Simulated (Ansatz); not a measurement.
# AlClF2: how energies converge with the basis set

An exercise on one series of results from a longer session: the logs are not shown, and one member is left open.

Computed with Ansatz 0.2.0, Gaussian basis. Level: one geometry, several basis sets.

The runs, in order: PBE0-D4/def2-SVP; ωB97M-V/def2-SVP; PBE0-D4/def2-QZVPP; ωB97M-V/def2-QZVPP; CCSD(T)/cc-pV(D+d)Z; CCSD(T)/cc-pV(T+d)Z; CCSD(T)/cc-pV(Q+d)Z; the functionals' def2-TZVPP values are taken from earlier runs.

## The relaxed structure

All runs share one geometry, relaxed beforehand with PBE0-D4 in a triple-zeta def2 set.

SMILES `[F][Al]([F])[Cl]`, 4 atoms, charge 0, spin multiplicity 1.

Atoms are counted from 1 here; the program's logs count them from 0.

Bond lengths: F1–Al2 1.631 Å, Al2–F3 1.631 Å, Al2–Cl4 2.061 Å. Angles: F1–Al2–F3 119.0°, F1–Al2–Cl4 120.5°, F3–Al2–Cl4 120.5°.

The first run:

Contents of in.yaml:

```yaml
crystal:
  periodic: [false, false, false]
  atoms:
    - {symbol: F, position_ang: [1.012181, 0.706385, 1.143912]}
    - {symbol: Al, position_ang: [0.083310, -0.065913, 0.048476]}
    - {symbol: F, position_ang: [0.287096, -1.668899, -0.170916]}
    - {symbol: Cl, position_ang: [-1.327088, 0.968126, -1.041772]}
basis:
  gaussian: {orbitals: def2-SVP}
hamiltonian: {xc: pbe0, dispersion: d4}
output: {orbitals: {seedname: orbitals}}
```

The run is started by

```console
$ ansatz run in.yaml --threads 2 --pin off --events-out ev --progress --plain --max-ram 20480MiB --backend cpu
```

Steps of the session up to this table: PBE0-D4 in def2-SVP; ωB97M-V in def2-SVP; PBE0-D4 in def2-QZVPP; ωB97M-V in def2-QZVPP.

One table of the session follows, with a row left open; its other results are not shown here.

```
functional       basis  HOMO (eV)  LUMO (eV)
   PBE0-D4    def2-SVP          ?          ?
   PBE0-D4  def2-TZVPP      -9.96      -1.39
   PBE0-D4  def2-QZVPP      -9.98      -1.51
   ωB97M-V    def2-SVP     -12.02       0.50
   ωB97M-V  def2-TZVPP     -12.25       0.29
   ωB97M-V  def2-QZVPP     -12.30      -0.01
```

Q: Estimate the row for PBE0-D4, def2-SVP from the others.

As computed: HOMO (eV): -9.78; LUMO (eV): -1.19. In the column «HOMO (eV)» it is the highest.
